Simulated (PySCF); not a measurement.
**Cs₃Te⁺: one geometry, several methods and rigid scans**

How much do the numbers for Cs₃Te⁺ (singlet) hang on the method? All levels run at one geometry, the PBE0 minimum. Rigid scans about the minimum follow.

Method: several methods, basis Te def2-TZVP with ECP28, Cs def2-TZVP with ECP46, scalar-relativistic core potentials, no spin–orbit coupling, density fitting; program: PySCF 2.14.0.

**1. The system as given**

4 atoms, charge 1, spin multiplicity 1.

Bond lengths: Te1–Cs2 3.443 Å, Te1–Cs3 3.443 Å, Te1–Cs4 3.443 Å. Angles: Cs2–Te1–Cs3 120.0°, Cs2–Te1–Cs4 120.0°, Cs3–Te1–Cs4 120.0°.

```xyz
4
charge 1 multiplicity 1
Te    0.0000    0.0000    0.0000
Cs    3.4431    0.0000    0.0000
Cs   -1.7215    2.9818    0.0000
Cs   -1.7215   -2.9818    0.0000
```

**2. PBE0**

One driver script runs all steps and calls PySCF; scf.py shows the equivalent input of each level. Each SCF starts from the density of the minimum. The driver also runs the species with one electron less or more at the same geometry (one less: multiplicity 2, one more: multiplicity 2); their logs are not shown.

Input file scf.py:

```python
from pyscf import gto, scf, dft
mol = gto.M(atom='''
Te     0.000000    -0.000000     0.000000
Cs     3.443054     0.000016     0.000000
Cs    -1.721541     2.981764     0.000000
Cs    -1.721513    -2.981780    -0.000000''',
    basis={'Te': 'def2-TZVP', 'Cs': 'def2-TZVP'},
    ecp={'Te': 'def2-TZVP', 'Cs': 'def2-TZVP'},
    charge=1, spin=0)
mf = dft.RKS(mol, xc='PBE0')
mf.grids.atom_grid = (99, 590)
aux = {'Te': 'def2-universal-JKFIT', 'Cs': 'def2-universal-JKFIT'}
mf = mf.density_fit(auxbasis=aux)
mf.kernel()
```

**3. HF**

scf.py: that of step 2 with these lines changed.

```diff
@@ -10,2 +10 @@
-mf = dft.RKS(mol, xc='PBE0')
-mf.grids.atom_grid = (99, 590)
+mf = scf.RHF(mol)
```

**4. MP2**

scf.py: that of step 3 with these lines changed.

```diff
@@ -13,0 +14,2 @@
+from pyscf.mp import dfmp2
+dfmp2.DFMP2(mf, frozen=4).kernel()  # the driver gives MP2 a fitting basis of its own (RI)
```

**5. PBE**

scf.py: that of step 4 with these lines changed.

```diff
@@ -10 +10,2 @@
-mf = scf.RHF(mol)
+mf = dft.RKS(mol, xc='PBE')
+mf.grids.atom_grid = (99, 590)
@@ -14,2 +14,0 @@
-from pyscf.mp import dfmp2
-dfmp2.DFMP2(mf, frozen=4).kernel()  # the driver gives MP2 a fitting basis of its own (RI)
```

**6. r2SCAN**

scf.py: that of step 5 with these lines changed.

```diff
@@ -10 +10 @@
-mf = dft.RKS(mol, xc='PBE')
+mf = dft.RKS(mol, xc='R2SCAN')
```

**7. B3LYP**

scf.py: that of step 6 with these lines changed.

```diff
@@ -10 +10 @@
-mf = dft.RKS(mol, xc='R2SCAN')
+mf = dft.RKS(mol, xc='B3LYP')
```

**8. TPSSh**

scf.py: that of step 7 with these lines changed.

```diff
@@ -10 +10 @@
-mf = dft.RKS(mol, xc='B3LYP')
+mf = dft.RKS(mol, xc='TPSSH')
```

**9. PBEsol**

scf.py: that of step 8 with these lines changed.

```diff
@@ -10 +10 @@
-mf = dft.RKS(mol, xc='TPSSH')
+mf = dft.RKS(mol, xc='PBEsol')
```

**10. M06**

scf.py: that of step 9 with these lines changed.

```diff
@@ -10 +10 @@
-mf = dft.RKS(mol, xc='PBEsol')
+mf = dft.RKS(mol, xc='M06')
```

**12. Breathing scan**

A rigid scan with PBE0: all bonds to the central atom are scaled together. Each point starts from its neighbour's orbitals, and energies count from the minimum. Dipoles of the ion refer to the centre of mass.

**13. Stretching one bond**

A rigid scan with PBE0: the bond from Te to the last atom (Cs) is scaled and the rest held.

**14. Umbrella curve**

A rigid scan with PBE0: angle between each bond and the threefold axis, bonds fixed.

(Steps that only read results are left out.)

**Question.** What will these runs give? Wanted: vertical ionisation energy, range; vertical electron affinity, range; orbital gap, range; all bonds 4 % longer; one bond 20 % longer.

**Answer**, as computed:

```
                         quantity                         value
vertical ionisation energy, range  7.14 (HF) to 8.37 (B3LYP) eV
vertical electron affinity, range    2.01 (HF) to 2.76 (PBE) eV
               orbital gap, range    1.89 (PBE) to 6.08 (HF) eV
             all bonds 4 % longer                    6.3 kJ/mol
             one bond 20 % longer                   29.7 kJ/mol
```

The vertical ionisation energy spreads over 1.23 eV, from HF to B3LYP; without a CCSD(T) value for it there is no yardstick here. Shortening all bonds by 4 % costs 8.4 kJ/mol and lengthening them 6.3: the wall is steeper on the short side.  Spin–orbit coupling is left out.
